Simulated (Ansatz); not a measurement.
# GaH₅OSSi: taking an electron away

The task here is to estimate one member of a computed series from the others.

The runs use Ansatz 0.2.0, Gaussian basis; unrestricted cation, the program's frozen cores in correlated methods.

The runs, in order: UKS PBE-D4/def2-TZVPP; UKS r2SCAN-D4/def2-TZVPP; UKS PBE0-D4/def2-TZVPP; UKS B3LYP-D4/def2-TZVPP; UKS wB97X-V/def2-TZVPP; UKS wB97M-V/def2-TZVPP; UKS B2PLYP/def2-TZVPP; UHF-CCSD(T)/def2-TZVPP; UHF-MP2/def2-QZVPP; extrapolation to the limit; then −ε(HOMO) from the neutral's earlier runs with LDA (SPW92), PBE-D4, revPBE-D4, BLYP-D4, r2SCAN-D4, B97M-V, PBE0-D4, B3LYP-D4, r2SCANh-D4, r2SCAN0-D4, HSE06-D4, BHLYP-D4, CAM-B3LYP-D4, LC-ωPBE, ωB97X-V, ωB97M-V.

### The relaxed structure

All runs share one geometry, relaxed beforehand with PBE0-D4 in a triple-zeta def2 set.

SMILES `[SiH3][O][GaH][SH]`, 9 atoms, charge 0, spin multiplicity 1.

Atoms are counted from 1 here; the program's logs count them from 0.

Bond lengths: Si1–O2 1.629 Å, Si1–H5 1.487 Å, Si1–H6 1.495 Å, Si1–H7 1.487 Å, O2–Ga3 1.781 Å, Ga3–S4 2.192 Å, Ga3–H8 1.547 Å, S4–H9 1.345 Å. Angles: O2–Si1–H5 110.1°, O2–Si1–H6 111.2°, O2–Si1–H7 110.1°, H5–Si1–H6 108.1°, H5–Si1–H7 109.2°, H6–Si1–H7 108.1°, Si1–O2–Ga3 139.7°, O2–Ga3–S4 116.7°, O2–Ga3–H8 118.3°, S4–Ga3–H8 125.0°, Ga3–S4–H9 93.3°.

Coordinates:

```mol
GaH5OSSi
  3D, bonds by distance, orders not assigned

  9  8  0  0  0  0  0  0  0  0999 V2000
    0.2733    0.8459   -1.2395 Si  0  0
    0.1336   -0.6813   -0.6908 O   0  0
   -0.1981   -1.5556    0.8245 Ga  0  0
   -0.5523   -0.3347    2.6104 S   0  0
   -0.7433    1.1045   -2.2928 H   0  0
    0.0652    1.8374   -0.1407 H   0  0
    1.6306    1.0629   -1.8056 H   0  0
   -0.2161   -3.1024    0.7894 H   0  0
   -0.3930    0.8234    1.9451 H   0  0
  1  2  8  0
  2  3  8  0
  3  4  8  0
  1  5  8  0
  1  6  8  0
  1  7  8  0
  3  8  8  0
  4  9  8  0
M  END
```

The first run:

The input, in.yaml:

```yaml
crystal:
  periodic: [false, false, false]
  atoms:
    - {symbol: Si, position_ang: [0.273316, 0.845918, -1.239524]}
    - {symbol: O, position_ang: [0.133650, -0.681264, -0.690754]}
    - {symbol: Ga, position_ang: [-0.198095, -1.555634, 0.824541]}
    - {symbol: S, position_ang: [-0.552281, -0.334737, 2.610402]}
    - {symbol: H, position_ang: [-0.743257, 1.104466, -2.292817]}
    - {symbol: H, position_ang: [0.065178, 1.837402, -0.140695]}
    - {symbol: H, position_ang: [1.630576, 1.062859, -1.805624]}
    - {symbol: H, position_ang: [-0.216102, -3.102434, 0.789404]}
    - {symbol: H, position_ang: [-0.392986, 0.823413, 1.945056]}
basis:
  gaussian: {orbitals: def2-TZVPP}
total_charge: 1
magnetization: {spin_polarized: true, initial_magnetization: 1}
hamiltonian: {xc: pbe, dispersion: d4}
```

Command:

```console
$ ansatz run in.yaml --threads 2 --pin off --events-out ev --progress --plain --max-ram 32768MiB --backend cpu
```

Steps of the session up to this table: Cation, UKS PBE-D4/def2-TZVPP; Cation, UKS r2SCAN-D4/def2-TZVPP; Cation, UKS PBE0-D4/def2-TZVPP; Cation, UKS B3LYP-D4/def2-TZVPP; Cation, UKS wB97X-V/def2-TZVPP; Cation, UKS wB97M-V/def2-TZVPP; Cation, UKS B2PLYP (frozen core)/def2-TZVPP; Cation, UHF-CCSD(T)/def2-TZVPP; Cation, UHF-MP2/def2-QZVPP.

One of the session's tables, all rows but one given; the rest of the session is left out.

For comparison, −ε(HOMO) of the neutral from earlier runs:

```
  functional  −ε(HOMO) (eV)
 LDA (SPW92)              ?
      PBE-D4           6.66
   revPBE-D4           6.61
     BLYP-D4           6.49
   r2SCAN-D4           6.96
      B97M-V           7.05
     PBE0-D4           7.88
    B3LYP-D4           7.63
  r2SCANh-D4           7.41
  r2SCAN0-D4           8.08
    HSE06-D4           7.48
    BHLYP-D4           8.95
CAM-B3LYP-D4           9.19
     LC-ωPBE          10.61
     ωB97X-V          10.24
     ωB97M-V          10.08
```

**Question.** Estimate the row for LDA (SPW92).

The run gave: −ε(HOMO) (eV): 6.80. In the column «−ε(HOMO) (eV)» it lies between PBE-D4 (6.66) and r2SCAN-D4 (6.96).

Caveats from the session: The cation may have settled in a state other than its lowest; no search over hole states beyond the program's own was made.
